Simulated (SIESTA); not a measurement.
FePbO3 under changes of volume

One of the cells (12.057 Å³/atom); the others are scaled copies at fixed shape and fractional positions:

```xyz
5
Lattice="3.9210 0.0000 0.0000 0.0000 3.9210 0.0000 0.0000 0.0000 3.9210" Properties=species:S:1:pos:R:3 pbc="T T T"
Pb    0.0000    0.0000    0.0000
Fe    1.9605    1.9605    1.9605
O     0.0000    1.9605    1.9605
O     1.9605    0.0000    1.9605
O     1.9605    1.9605    0.0000
```

Measurements of this composition are mostly on another form, of space group No. 63.

| Quantity | Value |
| --- | --- |
| Program | SIESTA 5.4.2 |
| Functional | PBEsol |
| Potentials or basis | PseudoDojo 0.4 standard (PBEsol files) |
| Basis | DZP (energy shift 0.003 Ry; two zetas on semicore shells) |
| Grid cutoff | 800 Ry |
| Energy shift | 0.003 Ry |
| k mesh | 7 × 7 × 7 |
| Occupations | fermi-dirac, width 0.05 eV |
| Spin | collinear spin, ferromagnetic start |
| Starting moments | [0.0, 3.0, 0.0, 0.0, 0.0] μB |

```tsv
volume (Å³/atom)	energy over the lowest point (meV/atom)	pressure (GPa)	moment (μB per cell)
11.565	0.00	-3.1	3.76
11.811	6.88	-6.3	3.80
12.057	?	?	?
12.549	54.66	-14.0	3.86
12.795	77.82	-16.0	3.88
```

Question: What does the run at 12.057 Å³/atom give?

Answer: Energy over the lowest point 18.58 meV/atom; pressure -9.2 GPa; moment 3.82 μB per cell.

Worked out: A Birch-Murnaghan fit of order 2 (a polynomial in V^(-2/3)) to the other rows has its minimum at 11.37 Å³/atom, just outside them, with B0 = V·E''(V) = 174 GPa. It gives 18.71 meV/atom at 12.057 Å³/atom, against the run's 18.58, and -dE/dV = -9.1 GPa, against -9.2. A parabola through the other rows of the moment, of slope 0.103 μB per Å³/atom there, gives 3.82 μB, against the run's 3.82.

Energies are extrapolated to zero smearing.

Caveats: short orbitals over semicore shells can move pressures by several GPa; the basis of atomic orbitals isn't converged, which shifts pressures, moduli and gaps; a cell with one magnetic atom can't hold antiferromagnetic order, which such compounds often take.
